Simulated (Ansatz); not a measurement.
# CdCo2N2 (C2/m) in Ansatz: reference runs

Reference runs on CdCo2N2: the cell as given and a disturbed copy.

All numbers are computed with Ansatz 0.2.0; they aren't measurements. Logs are shortened: lines on timing, memory, paths and dates and some standing lists are left out, and cuts for length are marked.

### 1 The structure

Symmetry: C2/m, No. 12, monoclinic system. The conventional cell has a = 5.310 Å, b = 3.064 Å, c = 8.517 Å, α = 90.00°, β = 102.98°, γ = 90.00°. Cd (site symmetry 2/m) has 6 Cd at 3.06 to 3.07 Å and 2 Co at 3.29 Å and 6 N at 3.37 to 3.42 Å as nearest neighbours. Around Co (site symmetry m) lie 3 N at 1.82 Å. N (site symmetry m) is surrounded by 3 Co at 1.82 Å.

The cell comes from a database or a generator and needn't be the stable form of this composition.

### 2 Single point, PBE, collinear spin, ferromagnetic start

input.yaml reads:

```yaml
crystal:
  lattice:
    - [2.6551227765, -1.532112075, 0.0]
    - [2.6551227765, 1.532112075, 0.0]
    - [-1.9130954774, 0.0, 8.2997261586]
  atoms:
    - { symbol: Cd, position: [0.5, 0.5, 0.5] }
    - { symbol: Co, position: [0.6292305, 0.6292305, 0.896765], spin: 2.0 }
    - { symbol: Co, position: [0.3707695, 0.3707695, 0.103235], spin: 2.0 }
    - { symbol: "N", position: [0.721775, 0.721775, 0.152433] }
    - { symbol: "N", position: [0.278225, 0.278225, 0.847567] }
hamiltonian:
  xc: pbe
  pseudopotentials: { kind: paw }
magnetization:
  spin_polarized: true
kpoints:
  mp_grid: { grid: [10, 10, 4] }
scf:
  occupations: { method: fermi_dirac, width: 0.05 }
output:
  forces: true
  stress: true
  eigenvalues: true
```

Potentials or basis: Ansatz PAW.

Started as:

```
$ ansatz run input.yaml --threads 2 --pin off --max-ram 5120MiB --backend cpu --events-out ev --progress --plain --runs-dir out
```

Output:

```text
Warning: RAYON_NUM_THREADS=2 ignored (pool sized by the plan → 2); use --threads N
Engine: ansatz 0.2.0, x86_64-unknown-linux-gnu
Pseudopotentials: kind: paw
Pseudopotential: Cd, paw, valence charge 20, recommended cutoff 420 eV (normal), Cd.paw.azcp
Pseudopotential: Co, paw, valence charge 17, recommended cutoff 420 eV (normal), Co.paw.azcp
Pseudopotential: N, paw, valence charge 5, recommended cutoff 420 eV (normal), N.paw.azcp
Functional definition: PBE
  parameter kappa = 0.804
  parameter beta = 0.06672455060314922
  exchange = pbe_x(kappa = kappa, mu = beta*pi^2/3)
  correlation = pbe_c(beta = beta)
Crystal: 5 atoms, lattice volume = 67.526 Å³
Basis set: ecut = 420 eV, 1307 PW (Γ), exchange–correlation on 48×48×120 points (8 copies of the dense FFT grid, shifted against one another)
Bands: 41, of which v1, the nominal top of the filled ones, is band 32 counted from 1 (31 counted from 0)
Symmetry: 4 space group operations
Space group: C2/m (ITA 12), of the structure as read, at distance tolerance 4.1e-5 Å
Magnetic group: BNS 12.58 (UNI 65), of the structure as read, at distance tolerance 4.1e-5 Å
k-points: 117 of 400
Non-local potential: Cd, projectors of the file, l = 0: 3, l = 1: 2, l = 2: 2, l = 3: 1
Non-local potential: Co, projectors of the file, l = 0: 3, l = 1: 2, l = 2: 3, l = 3: 1
Non-local potential: N, projectors of the file, l = 0: 2, l = 1: 2, l = 2: 1
PAW form: soft (Blöchl's): semilocal exchange-correlation on the pseudo side does not see the compensation charge
PAW one-centre angular grid: Cd, 590 points (default); XC on 64 Gauss nodes
PAW one-centre angular grid: Co, 590 points (default); XC on 64 Gauss nodes
[... 25 lines left out ...]
WARN: the starting moments were not kept: the SCF closed with an absolute magnetisation of 2.2e-6 μB, where they sum to 4 μB in size (2 sites). That is at most 0.1 of that sum. Measured as dr2_m measures the in/out step, that magnetisation stands 3.0e-12 eV from none, at or under the dr2_threshold of 1.0e-7 eV: it is no larger than a step whose dr2_m would equal this threshold. The system may hold no moment; this SCF shows only that its start led to no more than that. To try another start: raise the starting moments (crystal.atoms[].spin, magnetization.per_species, magnetization.initial_magnetization, or on a non-collinear deck that types none of these the spinor_matrix: blocks that start its atoms; where the total moment is fixed, keep their sum and leave initial_magnetization as it is; typed ones take the place of any that the run laid by itself, positive ones on a crystal's lanthanoids without a Hubbard term where scf.initial_density.shell_occupations: [] is typed) or, if the notice of its spin-set hold's release reads "site moments contracting" or "site moments show no strong build", lengthen the hold (scf.mixing.spin_hold: { on: { confirm: 4 } }; for m-r²SCAN on two components see the key's manual first). Each may lead to a state that holds a moment. A second SCF, from the converged charge density, with the starting moments and any scf.initial_density.shell_occupations laid on it anew, would have followed, and was not run: the deck does not ask for one (magnetization.retry_lost_moments is false, the default). To let it run, set magnetization.retry_lost_moments: true and run the deck again, where that key's refused combinations let it; where memory then withholds it, that run's warning says so.
SCF converged after 15 iterations
Magnetization: 0.0000 μB (32.0000 up, 32.0000 down)
Absolute magnetization: 0.0000 μB (∫|ρ↑−ρ↓|, with the PAW one-centre terms)
Spin contamination: 0.0000 ħ² per cell (⟨S²⟩ above its minimum at these occupations)
Per-site moments (μB) at R_I (Å): [(-2.7425775396152225e-8, 1.263992461875), (5.476446161670223e-7, 0.7491036842988256), (5.476446160928951e-7, 0.7491036842988256), (-1.659198518658584e-7, 0.7491036842988256), (-1.6591985188539198e-7, 0.7491036842988256)]
Free energy (F): -19273.404876 eV
Harris-Foulkes:  -19273.404876 eV  (|F-HF|=1.83e-8)
Internal energy: -19273.387411 eV  (E = F + TS)
E sigma→0 (E₀):  -19273.396143 eV
Entropy (-TS):   -0.017465 eV (-3.493 meV/atom)
Fermi energy:    12.054660 eV
--- Per-component energies (eV) ---
  E_band       = -1145.893201
  E_kinetic    = 1666.242465
  E_local      = -12264.296760  (includes V_loc(G=0)·N_el)
  E_nonlocal   = 1034.106410
  E_hartree    = 5375.417044
  E_xc         = -612.593830
  E_vxc        = -781.704825  (∫ρ·V_xc dr)
  E_paw        = -7364.838296  (= ΣΔE_a)
  E_vpaw       = -1551.061290  (= ΣTr[D̂ρ^β])
  E_aug_tail   = 0.000308  (compensation charges beyond the density's cutoff)
  E_ewald      = -7107.424753
  E_smearing   = -0.017465  (= −TS)
  E_closure    = 0.000000  (closes the sum)
  Σ components = -19273.404876   (vs F -19273.404876, Δ=0.00e0)
--- Forces (eV/Å), atoms counted from 1 ---
  atom   1  Cd    -0.00000000     0.00000000    -0.00000000
  atom   2  Co     0.01022310    -0.00000000     0.01986692
  atom   3  Co    -0.01022310     0.00000000    -0.01986692
  atom   4  N     -0.00220411     0.00000000    -0.05378527
  atom   5  N      0.00220411    -0.00000000     0.05378527
  max |Σ_I F_I| component: 6.94e-18 eV/Å
--- Stress (GPa, compression-positive) ---
       -1.159014      -0.000000       0.029324
       -0.000000      -1.134777       0.000000
        0.029324       0.000000      -0.531523
  P = ⅓ Tr σ = -0.9418 GPa (-9.418 kbar)
--- Band table (eV; the first three rows and the last of 234) ---
  k-point 0 ↑: bands = ["-90.4305", "-83.7300", "-83.6970", "-51.4907", "-51.4614", "-51.4612", "-47.0945", "-47.0941", "-47.0386", "-47.0375", "-46.9608", "-46.8332", "-4.8164", "-3.8782", "3.0872", "3.4997", "3.5022", "4.0248", "4.0252", "5.2882", "5.8332", "5.8348", "6.1695", "6.1709", "6.4440", "7.7682", "9.4874", "9.4935", "10.3919", "10.9121", "10.9136", "13.2203", "14.5658", "14.7716", "14.7750", "14.8579", "14.8591", "16.0554", "20.2558", "21.6290", "26.0543"]
  k-point 1 ↑: bands = ["-90.4305", "-83.7300", "-83.6970", "-51.4907", "-51.4614", "-51.4612", "-47.0945", "-47.0941", "-47.0386", "-47.0375", "-46.9608", "-46.8332", "-4.8146", "-3.8809", "3.0868", "3.4997", "3.5022", "4.0247", "4.0251", "5.3446", "5.8338", "5.8356", "6.1689", "6.1705", "6.2927", "7.9556", "9.4866", "9.4928", "10.2539", "10.9127", "10.9143", "13.3293", "14.2144", "14.7709", "14.7740", "14.8590", "14.8598", "16.5821", "19.7555", "22.1665", "25.0295"]
  k-point 2 ↑: bands = ["-90.4305", "-83.7300", "-83.6970", "-51.4907", "-51.4614", "-51.4612", "-47.0945", "-47.0941", "-47.0386", "-47.0375", "-46.9608", "-46.8332", "-4.8127", "-3.8837", "3.0865", "3.4997", "3.5022", "4.0246", "4.0250", "5.4153", "5.8344", "5.8365", "6.1453", "6.1684", "6.1701", "8.1399", "9.4859", "9.4921", "10.1023", "10.9133", "10.9150", "13.5179", "13.8694", "14.7701", "14.7730", "14.8600", "14.8605", "17.1052", "19.2718", "22.8212", "24.0904"]
  k-point 116 ↓: bands = ["-90.4280", "-83.7165", "-83.7057", "-51.4968", "-51.4871", "-51.4708", "-47.1316", "-47.1125", "-47.0975", "-47.0379", "-46.8973", "-46.8596", "-3.4315", "-3.1459", "2.9490", "3.3746", "3.8980", "3.9530", "4.3553", "5.1187", "5.3086", "6.5293", "7.2094", "7.4749", "7.4934", "9.1245", "9.7561", "10.1488", "10.5204", "10.8206", "10.8558", "11.4924", "11.8350", "12.3256", "13.1997", "13.3508", "13.4001", "17.2652", "19.3357", "20.0018", "22.2070"]
```

It took 54 s on 2 threads of Intel Xeon at 2.50GHz (Skylake/Cascade Lake), shared host; peak memory 0.74 GiB.

What came out:

```yaml
Free_energy: -19273.4049 eV
Pressure: -0.9 GPa
Largest_force: 0.054 eV/Å
Band_gap_on_the_k_mesh: none (metal or under the smearing width)
Net_moment: 0.00 μB per cell
Absolute_moment: 0.00 μB per cell
```

Forces in eV/Å, atoms in the order of the input:
```
Cd   0.000  0.000  0.000
Co   0.010  0.000  0.020
Co  -0.010  0.000 -0.020
N   -0.002  0.000 -0.054
N    0.002  0.000  0.054
```

Levels at points of the mesh, in eV from the Fermi level:
Spin up:
```tsv
k point	band 30	band 31	band 32	band 33	band 34	band 35
(0.00, 0.00, 0.00)	-1.14	-1.14	1.17	2.51	2.72	2.72
(0.00, 0.00, -0.50)	-1.14	-1.14	1.46	1.81	2.72	2.72
(0.00, -0.50, 0.00)	-1.23	-1.20	-0.56	-0.19	0.27	1.14
(0.00, -0.50, -0.50)	-1.21	-1.20	-0.57	-0.19	0.59	0.71
(-0.50, -0.50, 0.00)	-1.22	-1.20	-0.57	-0.21	0.57	0.81
(-0.50, -0.50, -0.50)	-1.23	-1.20	-0.56	-0.22	0.27	1.14
```
Spin down:
| k point | band 29 | band 30 | band 31 | band 32 | band 33 | band 34 | band 35 | band 36 |
| --- | --- | --- | --- | --- | --- | --- | --- | --- |
| (0.00, 0.00, 0.00) | -1.66 | -1.14 | -1.14 | 1.17 | 2.51 | 2.72 | 2.72 | 2.80 |
| (0.00, 0.00, -0.50) | -1.95 | -1.14 | -1.14 | 1.46 | 1.81 | 2.72 | 2.72 | 2.81 |
| (0.00, -0.50, 0.00) | -1.52 | -1.23 | -1.20 | -0.56 | -0.19 | 0.27 | 1.14 | 1.25 |
| (0.00, -0.50, -0.50) | -1.43 | -1.21 | -1.20 | -0.57 | -0.19 | 0.59 | 0.71 | 1.15 |
| (-0.50, -0.50, 0.00) | -1.42 | -1.22 | -1.20 | -0.57 | -0.21 | 0.57 | 0.81 | 1.15 |
| (-0.50, -0.50, -0.50) | -1.53 | -1.23 | -1.20 | -0.56 | -0.22 | 0.27 | 1.14 | 1.30 |

Caveat: the starting moments collapsed, and a magnetic state may lie lower; the pressure holds a Pulay correction of +0.4 GPa for the finite cutoff; the starting moments weren't kept.

### 3 Single point, PBE, collinear spin, ferromagnetic start (atoms moved at random, drawn with an rms of 0.05 Å)

input.yaml reads:

```yaml
crystal:
  lattice:
    - [2.6551227765, -1.532112075, 0.0]
    - [2.6551227765, 1.532112075, 0.0]
    - [-1.9130954774, 0.0, 8.2997261586]
  atoms:
    - { symbol: Cd, position: [0.487119, 0.497562, 0.497358] }
    - { symbol: Co, position: [0.63331, 0.626483, 0.895527], spin: 2.0 }
    - { symbol: Co, position: [0.366858, 0.376762, 0.105789], spin: 2.0 }
    - { symbol: "N", position: [0.717437, 0.720447, 0.144062] }
    - { symbol: "N", position: [0.280941, 0.286568, 0.848074] }
hamiltonian:
  xc: pbe
  pseudopotentials: { kind: paw }
magnetization:
  spin_polarized: true
kpoints:
  mp_grid: { grid: [10, 10, 4] }
scf:
  occupations: { method: fermi_dirac, width: 0.05 }
output:
  forces: true
  stress: true
  eigenvalues: true
```

Potentials or basis: Ansatz PAW.

Started as:

```
$ ansatz run input.yaml --threads 2 --pin off --max-ram 5120MiB --backend cpu --events-out ev --progress --plain --runs-dir out
```

Wall time 3.1 min (2 threads of Intel Xeon at 2.50GHz (Skylake/Cascade Lake), shared host); peak memory 0.98 GiB.

Results (log left out):

```yaml
Free_energy: -19273.3657 eV
Pressure: 0.9 GPa
Largest_force: 0.740 eV/Å
Band_gap_on_the_k_mesh: none (metal or under the smearing width)
Net_moment: 0.00 μB per cell
Absolute_moment: 0.00 μB per cell
```

Forces in eV/Å, atoms in the order of the input:
```
Cd   0.006 -0.001 -0.008
Co   0.289  0.300  0.251
Co   0.015 -0.220 -0.706
N    0.025  0.160  0.673
N   -0.337 -0.239 -0.210
```

Stress tensor (GPa, compression positive):
```
 1.68 -0.75  0.62
-0.75  0.76  0.10
 0.62  0.10  0.25
```

Levels at points of the mesh, in eV from the Fermi level:
Spin up:
```csv
k point,band 29,band 30,band 31,band 32,band 33,band 34,band 35,band 36
"(0.00, 0.00, 0.00)",-1.71,-1.21,-1.19,1.20,2.35,2.71,2.74,2.97
"(0.00, 0.00, -0.50)",-2.08,-1.21,-1.19,1.45,1.80,2.70,2.75,2.97
"(0.00, -0.50, 0.00)",-1.45,-1.29,-1.24,-0.52,-0.14,0.26,1.09,1.26
"(0.00, -0.50, -0.50)",-1.36,-1.27,-1.24,-0.52,-0.16,0.51,0.79,1.09
"(-0.50, 0.00, 0.00)",-1.43,-1.36,-1.26,-0.64,-0.16,0.32,1.00,1.28
"(-0.50, 0.00, -0.50)",-1.41,-1.27,-1.24,-0.64,-0.16,0.56,0.75,1.00
"(-0.50, -0.50, 0.00)",-1.40,-1.26,-1.23,-0.64,-0.19,0.51,0.83,0.99
"(-0.50, -0.50, -0.50)",-1.44,-1.34,-1.26,-0.64,-0.19,0.27,0.98,1.30
```
Spin down:
```
              k point  band 29  band 30  band 31  band 32  band 33  band 34  band 35  band 36
   (0.00, 0.00, 0.00)    -1.71    -1.21    -1.19     1.20     2.35     2.71     2.74     2.97
  (0.00, 0.00, -0.50)    -2.08    -1.21    -1.19     1.45     1.80     2.70     2.75     2.97
  (0.00, -0.50, 0.00)    -1.45    -1.29    -1.24    -0.52    -0.14     0.26     1.09     1.26
 (0.00, -0.50, -0.50)    -1.36    -1.27    -1.24    -0.52    -0.16     0.51     0.79     1.09
  (-0.50, 0.00, 0.00)    -1.43    -1.36    -1.26    -0.64    -0.16     0.32     1.00     1.28
 (-0.50, 0.00, -0.50)    -1.41    -1.27    -1.24    -0.64    -0.16     0.56     0.75     1.00
 (-0.50, -0.50, 0.00)    -1.40    -1.26    -1.23    -0.64    -0.19     0.51     0.83     0.99
(-0.50, -0.50, -0.50)    -1.44    -1.34    -1.26    -0.64    -0.19     0.27     0.98     1.30
```

Caveat: the starting moments collapsed, and a magnetic state may lie lower; the pressure holds a Pulay correction of +0.4 GPa for the finite cutoff; the starting moments weren't kept.
